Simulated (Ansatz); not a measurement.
The system is PtSe.

```xyz
2
Lattice="0.0000 2.7984 2.7984 2.7984 0.0000 2.7984 2.7984 2.7984 0.0000" Properties=species:S:1:pos:R:3 pbc="T T T"
Pt    2.7984    2.7984    2.7984
Se    0.0000    0.0000    0.0000
```

The cell comes from a database or a generator and needn't be the stable form of this composition.

* Program: Ansatz 0.2.0
* Task: relaxation of cell and atoms
* Functional: PBE
* Potentials or basis: Ansatz PAW
* Cutoff: 420 eV (not typed: the program's choice for these potentials)
* k mesh: 8 × 8 × 8
* Occupations: fermi-dirac, width 0.05 eV
* Spin: no spin polarisation
* Hubbard terms: Pt d U = 8 eV

At the start: volume 21.91 Å³/atom.

Q: How do energy, volume and symmetry change on relaxing?

A: It ends after 5 steps and the volume is 18.73 Å³/atom (-14.6 %); space group Fm-3m (No. 225, to 0.05 Å).

The path:
```
step  energy change (eV)  largest force (eV/Å)  volume (Å³)
   1              0.0000                0.0000        43.83
   2             -0.2992                0.0000        37.73
   3             -0.2999                0.0000        37.34
   4             -0.3000                0.0000        37.45
   5             -0.2984                0.0000        37.45
```

Final structure:
```xyz
2
Lattice="0.0000 2.6555 2.6555 2.6555 0.0000 2.6555 2.6555 2.6555 0.0000" Properties=species:S:1:pos:R:3 pbc="T T T"
Pt    2.6555    2.6555    2.6555
Se    0.0000    0.0000    0.0000
```

Caveat: the plane-wave basis is chosen anew once the cell has moved, so the energies of steps on either side of that aren't comparable; U without spin polarisation on a metal has little footing.
